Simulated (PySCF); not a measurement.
# Cl3HHfO: the cost of one run

Program: PySCF 2.14.0. Level of theory: levels as typed in each script, gas phase, geometry from GFN2-xTB. These are calculated values, not measurements.

### 1 The system as given

6 atoms, charge 0, spin multiplicity 1.

Bond lengths: O1–Hf2 1.834 Å, O1–H6 0.962 Å, Hf2–Cl3 2.244 Å, Hf2–Cl4 2.251 Å, Hf2–Cl5 2.243 Å. Angles: Hf2–O1–H6 127.3°, O1–Hf2–Cl3 118.1°, O1–Hf2–Cl4 101.4°, O1–Hf2–Cl5 118.0°, Cl3–Hf2–Cl4 107.7°, Cl3–Hf2–Cl5 103.2°, Cl4–Hf2–Cl5 107.9°.

Coordinates:

```
O    -0.6820   -0.0122    1.9160
Hf   -0.0200   -0.0013    0.2060
Cl    1.1918    1.7709   -0.4456
Cl   -1.9177   -0.0125   -1.0039
Cl    1.2258   -1.7460   -0.4530
H    -1.6063   -0.0181    2.1842
```

### 2 Density, bond paths and surface potential (B3LYP/def2-svpd)

The input, input.py:

```python
import numpy as np
from pyscf import gto, scf, dft
from pyscf.scf import atom_ks, atom_hf
from scipy.linalg import block_diag

def solve(mol, dm0=None, hcore=None):
    mf = (dft.UKS if mol.spin else dft.RKS)(mol, xc='b3lyp')
    mf.grids.level = 3
    mf = mf.density_fit(auxbasis='def2-universal-jkfit')
    mf.conv_tol, mf.max_cycle = 1e-8, 80
    if hcore is not None:
        mf.get_hcore = lambda *args: hcore
    mf.kernel(dm0)
    if not mf.converged:
        mf = mf.newton().run(mf.mo_coeff, mf.mo_occ, max_cycle=30)
    assert mf.converged, 'SCF not converged'
    return mf

mol = gto.M(atom='''
O     -0.68204    -0.01216     1.91602
Hf    -0.01996    -0.00132     0.20597
Cl     1.19182     1.77086    -0.44558
Cl    -1.91766    -0.01252    -1.00389
Cl     1.22583    -1.74597    -0.45300
H     -1.60634    -0.01806     2.18417
''', basis='def2-svpd', ecp={'Hf': 'def2-svpd'}, charge=0, spin=0, verbose=4)
mf = solve(mol)
mf.analyze()
# spherically averaged free atoms, for the promolecule
atom_ks.AtomSphAverageRKS.init_guess_by_vsap = lambda self, mol=None: self.init_guess_by_minao(mol)  # core potentials
atm = atom_ks.get_atm_nrks(mol, xc='b3lyp')
pro = block_diag(*[(atm[a[0]][2] * atm[a[0]][3]) @ atm[a[0]][2].T for a in mol._atom])
np.savez('result.npz', e=mf.e_tot, c=mf.mo_coeff, occ=mf.mo_occ, eps=mf.mo_energy, pro=pro, dip=mf.dip_moment(verbose=0), s2=mf.spin_square()[0])
```

On the command line:

```console
$ OMP_NUM_THREADS=1 python input.py
```

**Question.** How long does this run take on 1 thread of Intel Xeon 6975P-C (Granite Rapids), shared host, and how much memory does it need?

About 9.7 s, with a peak of 0.58 GiB.
